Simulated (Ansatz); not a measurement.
# CHBGa (quartet): wave-function methods side by side, cc-pVDZ

An exercise on one series of results from a longer session: the logs are not shown, and one member is left open.

Computed with Ansatz 0.2.0, Gaussian basis. Level: cc-pVDZ, core rule «outside noble gas», up to 16 orbitals frozen.

To be run: UHF; CCSD(T) on ROHF; CCSD(T) on UHF; BCCD(T) on ROHF; CISD; CCSDT(Q) on ROHF; CCSDT(Q) on UHF.

25 further runs of the same task are left out: 2 for a known fault of the program, 13 that didn't finish, 10 set aside as unsound or not needed.

## The geometry

The geometry is a PBE0/def2-TZVP stationary point (not a proven minimum). No spin-orbit coupling is included. The filled d shell of Ga may be among the frozen orbitals whatever the setting's name suggests; the logs give the count.

4 atoms, charge 0, spin multiplicity 4.

Atoms are counted from 1 here; the program's logs count them from 0.

Bond lengths: B1–C2 1.411 Å, B1–Ga3 2.288 Å, C2–Ga3 1.922 Å, C2–H4 1.081 Å. Angles: C2–B1–Ga3 56.9°, B1–C2–Ga3 85.2°, B1–C2–H4 145.5°, Ga3–C2–H4 129.3°, B1–Ga3–C2 37.9°.

The first run:

in.yaml reads:

```yaml
crystal:
  periodic: [false, false, false]
  atoms:
    - {symbol: B, position_ang: [0.000000, -0.842273, 1.613915]}
    - {symbol: C, position_ang: [0.000000, 0.542660, 1.341522]}
    - {symbol: Ga, position_ang: [0.000000, 0.014935, -0.506930]}
    - {symbol: H, position_ang: [0.000000, 1.534624, 1.769961]}
basis:
  gaussian: {orbitals: cc-pVDZ}
magnetization: {spin_polarized: true, initial_magnetization: 3}
hamiltonian: {xc: hf}
output: {orbitals: {seedname: orbitals}}
```

On the command line:

```console
$ ansatz run in.yaml --threads 1 --pin off --events-out ev --progress --plain --max-ram 2393MiB
```

Among the steps run: UHF; CCSD(T) on ROHF; CCSD(T) on UHF; BCCD(T) on ROHF; CISD; CCSDT(Q) on ROHF; CCSDT(Q) on UHF.

One of the session's tables, all rows but one given; the rest of the session is left out.

```
   method  from UCCSDT(Q) (meV)
     ROHF               +7246.4
      UHF               +7053.0
     RMP2               +1011.8
     UMP2               +1049.8
    RCCSD                +447.6
    UCCSD                +429.1
 RCCSD(T)                 +79.2
 UCCSD(T)                     ?
  BCCD(T)                 +80.2
   RCCSDT                 +47.1
   UCCSDT                 +34.5
RCCSDT(Q)                 +13.8
UCCSDT(Q)                     0
```

**Question.** Estimate the row for UCCSD(T).

**Answer.** from UCCSDT(Q) (meV): +72.6. In the column «from UCCSDT(Q) (meV)» it lies between RCCSDT (+47.1) and RCCSD(T) (+79.2).

Not comparable, so not listed: CISD (they don't share determinant, frozen orbitals or solution with the rows shown, or repeat one).

Caveats from the session: Restricted and unrestricted rows rest on different reference determinants; where their highest levels disagree by more than a few hundredths of an eV, they describe different states and don't form one ladder.
